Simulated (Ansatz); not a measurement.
# WAu (F-43m) in Ansatz: further runs

One crystal, WAu, is run at these levels: PBE; tasks: single point.

Program: Ansatz 0.2.0. These are calculated values, not measurements. Logs are shortened: lines on timing, memory, paths and dates and some standing lists are left out, and cuts for length are marked.

### Step 1. Starting point

Symmetry: F-43m, No. 216, cubic system. The conventional cell has a = 5.496 Å, b = 5.496 Å, c = 5.496 Å, α = 90.00°, β = 90.00°, γ = 90.00°. W (site symmetry -43m) is surrounded by 4 Au at 2.38 Å. Au (site symmetry -43m) is surrounded by 4 W at 2.38 Å.

The cell was built by a generator and needn't be a form met in nature.

### Step 2. Single point, PBE

The input, input.yaml:

```yaml
crystal:
  lattice:
    - [0.0, 2.74797926, 2.74797926]
    - [2.74797926, 0.0, 2.74797926]
    - [2.74797926, 2.74797926, 0.0]
  atoms:
    - { symbol: W, position: [0.0, 0.0, 0.0] }
    - { symbol: Au, position: [0.75, 0.75, 0.75] }
hamiltonian:
  xc: pbe
  pseudopotentials: { kind: paw }
kpoints:
  mp_grid: { grid: [8, 8, 8] }
scf:
  occupations: { method: gaussian, width: 0.016 }
output:
  forces: true
  stress: true
  eigenvalues: true
```

Potentials or basis: Ansatz PAW.

Run with:

```
ansatz run input.yaml --threads 2 --pin off --max-ram 5632MiB --backend cpu --events-out ev --progress --plain --runs-dir out
```

Standard output:

```text
Warning: RAYON_NUM_THREADS=2 ignored (pool sized by the plan → 2); use --threads N
Engine: ansatz 0.2.0, aarch64-unknown-linux-gnu
Pseudopotentials: kind: paw
Pseudopotential: W, paw, valence charge 14, recommended cutoff 420 eV (normal), W.paw.azcp
Pseudopotential: Au, paw, valence charge 19, recommended cutoff 420 eV (normal), Au.paw.azcp
Functional definition: PBE
  parameter kappa = 0.804
  parameter beta = 0.06672455060314922
  exchange = pbe_x(kappa = kappa, mu = beta*pi^2/3)
  correlation = pbe_c(beta = beta)
Crystal: 2 atoms, lattice volume = 41.502 Å³
Basis set: ecut = 420 eV, 869 PW (Γ), exchange–correlation on 54×54×54 points (8 copies of the dense FFT grid, shifted against one another)
Bands: 21, of which v1, the nominal top of the filled ones, is band 17 counted from 1 (16 counted from 0)
Symmetry: 24 space group operations
Space group: F-43m (ITA 216), of the structure as read, at distance tolerance 3.5e-5 Å
k-points: 29 of 512 (time reversal used)
Non-local potential: W, projectors of the file, l = 0: 3, l = 1: 2, l = 2: 2, l = 3: 1
Non-local potential: Au, projectors of the file, l = 0: 3, l = 1: 2, l = 2: 2, l = 3: 1
PAW form: soft (Blöchl's): semilocal exchange-correlation on the pseudo side does not see the compensation charge
PAW one-centre angular grid: W, 590 points (default); XC on 64 Gauss nodes
PAW one-centre angular grid: Au, 590 points (default); XC on 64 Gauss nodes
Initial density: superposition of atomic densities (neutral atoms: chi_scale 0, normalization atom), corrected by the library's trained network
Initial wavefunctions: pseudopotential atomic-orbital guess
Functional: x = pbe(κ = 0.804, μ = 0.2195149727645171), c = pbe(β = 0.06672455060314922)
SCF iter   1: F=—  HF=-23529.645100 eV  |F-HF|=—  |Δ(HF+E_count)|=         —  Δρ=1.03e-2  dr2=6.57e-2  ethr=1.77e-3  ⟨swp⟩=6.2  Hψ=2743  notcnv=0
preconditioner: auto → none  [insulator: Δε(μ)=0.091 eV  Ē_g=8.031 eV  σ=0.016 eV  W_gap=0.57  n_scr=14 (ndim 8)  ℏωp=23.8 eV  f_vac=0.000  D(μ)=5.81/eV (n_scr^D=88)  ε∞_Penn≈9.8]
SCF iter   2: F=—  HF=-23529.633633 eV  |F-HF|=—  |Δ(HF+E_count)|=   1.15e-2  Δρ=3.77e-3  dr2=6.93e-3  ethr=1.99e-4  ⟨swp⟩=2.0  Hψ=958  notcnv=0  defer=13
SCF iter   3: F=—  HF=-23529.632557 eV  |F-HF|=—  |Δ(HF+E_count)|=   1.08e-3  Δρ=6.52e-4  dr2=8.81e-5  ethr=2.10e-5  ⟨swp⟩=2.0  Hψ=823  notcnv=0  defer=13
SCF iter   4: F=—  HF=-23529.632580 eV  |F-HF|=—  |Δ(HF+E_count)|=   2.33e-5  Δρ=5.47e-5  dr2=7.49e-7  ethr=2.67e-7  ⟨swp⟩=2.0  Hψ=841  notcnv=0  defer=13
iter 5 did not close the SCF: its close was put off for the readings that it lacked (scf_convergence_deferred on its scf_iter line)
SCF iter   5: F=-23529.632580 eV  HF=-23529.632580 eV  |F-HF|=2.09e-8  |Δ(HF+E_count)|=   3.75e-7  Δρ=1.82e-5  dr2=6.83e-8  ethr=2.27e-9  ⟨swp⟩=2.0  Hψ=1075  notcnv=0  defer=13
SCF iter   6: F=-23529.632580 eV  HF=-23529.632580 eV  |F-HF|=1.16e-9  |Δ(HF+E_count)|=   8.67e-9  Δρ=3.53e-6  dr2=2.41e-9  ethr=2.07e-10  ⟨swp⟩=3.7  Hψ=2266  notcnv=0
SCF 1 converged in 6 iterations: F = -23529.632580 eV  dr2 = 2.41e-9
SCF converged after 6 iterations
Free energy (F): -23529.632580 eV
Harris-Foulkes:  -23529.632580 eV  (|F-HF|=1.16e-9)
Internal energy: -23529.632131 eV  (E = F + TS)
E sigma→0 (E₀):  -23529.632356 eV
Entropy (-TS):   -0.000449 eV (-0.225 meV/atom)
Fermi energy:    16.394208 eV
--- Per-component energies (eV) ---
  E_band       = -487.046580
  E_kinetic    = 1059.496506
  E_local      = -3366.979208  (includes V_loc(G=0)·N_el)
  E_nonlocal   = 71.446905
  E_hartree    = 1374.347511
  E_xc         = -496.275507
  E_vxc        = -515.895194  (∫ρ·V_xc dr)
  E_paw        = -18267.284616  (= ΣΔE_a)
  E_vpaw       = -483.811713  (= ΣTr[D̂ρ^β])
  E_aug_tail   = 0.001295  (compensation charges beyond the density's cutoff)
  E_ewald      = -3904.385016
  E_smearing   = -0.000449  (= −TS)
  E_closure    = 0.000000  (closes the sum)
  Σ components = -23529.632580   (vs F -23529.632580, Δ=0.00e0)
--- Forces (eV/Å), atoms counted from 1 ---
  atom   1  W     -0.00000000     0.00000000     0.00000000
  atom   2  Au     0.00000000    -0.00000000    -0.00000000
  max |Σ_I F_I| component: 8.33e-17 eV/Å
--- Stress (GPa, compression-positive) ---
       32.693476       0.000000      -0.000000
        0.000000      32.693476       0.000000
       -0.000000       0.000000      32.693476
  P = ⅓ Tr σ = 32.6935 GPa (326.935 kbar)
--- Band table (eV; the first three rows and the last of 29) ---
  k-point 0: bands = ["-91.1673", "-57.5221", "-42.5805", "-42.5805", "-42.5805", "-21.8692", "-21.8692", "-21.8692", "7.9374", "9.7500", "9.7500", "10.0955", "10.0955", "10.0955", "15.5754", "15.5754", "15.5754", "18.5611", "18.5611", "25.6486", "28.1833"]
  k-point 1: bands = ["-91.1673", "-57.5225", "-42.5808", "-42.5808", "-42.5796", "-21.8731", "-21.8682", "-21.8682", "8.2176", "9.6587", "9.6587", "10.0556", "10.2175", "10.2175", "15.2520", "15.6410", "15.6410", "18.4944", "18.4944", "25.8484", "26.3780"]
  k-point 2: bands = ["-91.1673", "-57.5235", "-42.5815", "-42.5815", "-42.5774", "-21.8824", "-21.8658", "-21.8658", "8.9097", "9.6143", "9.6143", "10.0385", "10.3114", "10.3114", "14.6186", "15.8371", "15.8371", "18.3626", "18.3626", "23.1465", "25.7600"]
  k-point 28: bands = ["-91.1673", "-57.5258", "-42.5863", "-42.5851", "-42.5675", "-21.8996", "-21.8685", "-21.8562", "9.1935", "9.2384", "9.8236", "10.4377", "10.5522", "12.1015", "14.6443", "15.1701", "17.6305", "18.5649", "18.9564", "19.1833", "19.5354"]
```

It took 1.1 s on 2 threads of Arm Neoverse V2, shared host; peak memory 0.31 GiB.

Results:

| Item | Value |
| --- | --- |
| Free energy | -23529.6326 eV |
| Pressure | 32.7 GPa |
| Band gap on the k mesh | none (metal or under the smearing width) |

Levels at points of the mesh, in eV from the Fermi level:
```tsv
k point	band 15	band 16	band 17	band 18	band 19	band 20
(0.00, 0.00, 0.00)	-0.82	-0.82	-0.82	2.17	2.17	9.25
(0.00, 0.00, -0.50)	-2.17	-0.18	-0.18	1.86	1.86	2.66
(0.00, -0.50, -0.50)	-3.16	0.42	1.51	2.03	2.03	3.72
```

Caveat: a pressure of tens of GPa on the cell as given is suspect, and the run, the potentials or the cell itself is likely at fault. Spin-orbit coupling is left out, which matters for the levels of Au, W.

### Step 3. Single point, PBE

Edit input.yaml of step 2 so:

```diff
@@ -14,3 +14,3 @@
 scf:
-  occupations: { method: gaussian, width: 0.016 }
+  occupations: { method: gaussian, width: 0.017 }
 output:
@@ -19 +19,5 @@
   eigenvalues: true
+  write_density: true
+  write_potential: true
+  elf: true
+  volumetric_format: npy
```

Potentials or basis: Ansatz PAW.

Run with:

```
ansatz run input.yaml --threads 2 --pin off --max-ram 5632MiB --backend cpu --events-out ev --progress --plain --runs-dir out
```

Run time: 1.5 s. Hardware: 2 threads of Arm Neoverse V2, shared host; peak memory 0.32 GiB.

The run converged. Its results:

| Item | Value |
| --- | --- |
| Free energy | -23529.6326 eV |
| Pressure | 32.7 GPa |
| Band gap on the k mesh | none (metal or under the smearing width) |

Levels at points of the mesh, in eV from the Fermi level:
| k point | band 15 | band 16 | band 17 | band 18 | band 19 | band 20 |
| --- | --- | --- | --- | --- | --- | --- |
| (0.00, 0.00, 0.00) | -0.82 | -0.82 | -0.82 | 2.17 | 2.17 | 9.25 |
| (0.00, 0.00, -0.50) | -2.17 | -0.18 | -0.18 | 1.86 | 1.86 | 2.66 |
| (0.00, -0.50, -0.50) | -3.16 | 0.42 | 1.51 | 2.03 | 2.03 | 3.72 |

Caveat: a pressure of tens of GPa on the cell as given is suspect, and the run, the potentials or the cell itself is likely at fault. Spin-orbit coupling is left out, which matters for the levels of Au, W.

### Step 4. Single point, PBE

Edit input.yaml of step 3 so:

```diff
@@ -14,3 +14,3 @@
 scf:
-  occupations: { method: gaussian, width: 0.017 }
+  occupations: { method: gaussian, width: 0.018 }
 output:
@@ -19,5 +19 @@
   eigenvalues: true
-  write_density: true
-  write_potential: true
-  elf: true
-  volumetric_format: npy
```

Run with:

```
ansatz run input.yaml --threads 2 --pin off --max-ram 5632MiB --backend cpu --events-out ev --progress --plain --runs-dir out
```

Run time: 1.1 s. Hardware: 2 threads of Arm Neoverse V2, shared host; peak memory 0.31 GiB.

It converged, with:

* Free energy: -23529.6326 eV
* Pressure: 32.7 GPa
* Band gap on the k mesh: none (metal or under the smearing width)

Levels at points of the mesh, in eV from the Fermi level:
```csv
k point,band 13,band 14,band 15,band 16,band 17,band 18,band 19,band 20,band 21
"(0.00, 0.00, 0.00)",-6.30,-6.30,-0.82,-0.82,-0.82,2.17,2.17,9.25,11.79
"(0.00, 0.00, -0.50)",-6.38,-5.54,-2.17,-0.18,-0.18,1.86,1.86,2.66,8.89
"(0.00, -0.50, -0.50)",-5.67,-4.17,-3.16,0.42,1.51,2.03,2.03,3.72,3.77
```

Caveat: a pressure of tens of GPa on the cell as given is suspect, and the run, the potentials or the cell itself is likely at fault.

### Step 5. The runs side by side

| smearing | gap on the mesh (eV) | pressure (GPa) |
| --- | --- | --- |
| gaussian 0.016 eV | none | 32.7 |
| gaussian 0.017 eV | none | 32.7 |
| gaussian 0.018 eV | none | 32.7 |

Alike in all rows: task single point; level PBE; potentials or basis Ansatz PAW; no spin polarisation; cell as given; k mesh 8 × 8 × 8; cutoff (eV) 420.

Every run on the cell as given and a fine mesh finds a metal.

Caveats: a pressure of tens of GPa on the cell as given is suspect, and the run, the potentials or the cell itself is likely at fault.

Total energies depend on the potentials used, so only differences within one code and one set of settings carry meaning.
